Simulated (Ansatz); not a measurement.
# BiAs: pressure up to the limit of the methods

Aim: compress BiAs (CsCl type) step by step, far beyond the usual range, and follow pressure and electronic structure. Methods of the runs shown: PAW. Its runs: cell relaxed at zero pressure (PAW); volume scaled by 1 (PAW); volume scaled by 0.92 (PAW); volume scaled by 0.84 (PAW); volume scaled by 0.76 (PAW); volume scaled by 0.68 (PAW); volume scaled by 0.6 (PAW); volume scaled by 0.52 (PAW); volume scaled by 0.45 (PAW and PAW (source ansatz)).

Computed with Ansatz 0.2.0 (DFT PBEsol, with the methods named in each step, unless a step's input says otherwise).

**1. The starting structure**

Symmetry: Pm-3m, No. 221, cubic system. The conventional cell has a = 3.242 Å, b = 3.242 Å, c = 3.242 Å, α = 90.00°, β = 90.00°, γ = 90.00°. Around Bi (site symmetry m-3m) lie 8 As at 2.81 Å. As (site symmetry m-3m) is surrounded by 8 Bi at 2.81 Å.

As a file:

```
Bi As
1.0
     3.24215    0.00000    0.00000
     0.00000    3.24215    0.00000
     0.00000    0.00000    3.24215
Bi As
1 1
Direct
  0.00000 0.00000 0.00000
  0.50000 0.50000 0.50000
```

Whether this phase is the stable one at these pressures isn't tested.

Atoms are numbered in the order of the input: Bi1, As2.

**2. Cell relaxed at zero pressure, PAW**

Input file input.yaml:

```yaml
crystal:
  lattice:
    - [3.2421526358, 0.0, 0.0]
    - [0.0, 3.2421526358, 0.0]
    - [0.0, 0.0, 3.2421526358]
  atoms:
    - { symbol: Bi, position: [0.0, 0.0, 0.0] }
    - { symbol: As, position: [0.5, 0.5, 0.5] }
kpoints:
  mp_grid: { grid: [12, 12, 12] }
scf:
  occupations: { method: fermi_dirac, width: 0.08 }
hamiltonian:
  xc: pbesol
  pseudopotentials: { kind: paw }
output:
  forces: true
  stress: true
relax:
  f_tol: 0.005
  max_steps: 40
  cell: {}
```

The run is started by

```sh
ansatz run input.yaml --threads 1 --pin off --max-ram 2048MiB --backend cpu --events-out ev --progress --plain --runs-dir out
```

The runs that follow: Volume scaled by 1, PAW; Volume scaled by 0.92, PAW; Volume scaled by 0.84, PAW; Volume scaled by 0.76, PAW; Volume scaled by 0.68, PAW; Volume scaled by 0.6, PAW; Volume scaled by 0.52, PAW; Volume scaled by 0.45, PAW; Volume scaled by 0.45, PAW (source ansatz).

**Question.** What will these runs give? Wanted: PAW pressure at 0.45 of the volume; fitted bulk modulus at zero pressure.

**Answer**, as computed:

| quantity | value |
| --- | --- |
| PAW pressure at 0.45 of the volume | 360.7 GPa |
| fitted bulk modulus at zero pressure (PAW) | 77 GPa |
| its pressure derivative | 4.34 |

In words: At 0.45 of the starting volume PAW gives 361 GPa. One third-order Birch-Murnaghan curve follows these points (B₀ = 77 GPa, B′ = 4.34, misfit at most 0.51 GPa). A fit over so wide a range leans to the high pressures, so B₀ can be off by several per cent. No all-electron run checks these rows here, and frozen cores can fail under such compression. The ions are at rest, and the electrons smeared by 0.08 eV. Spin-orbit coupling is left out, though the cell holds Bi; in elements this heavy it can shift bands and gaps by tenths of an eV.
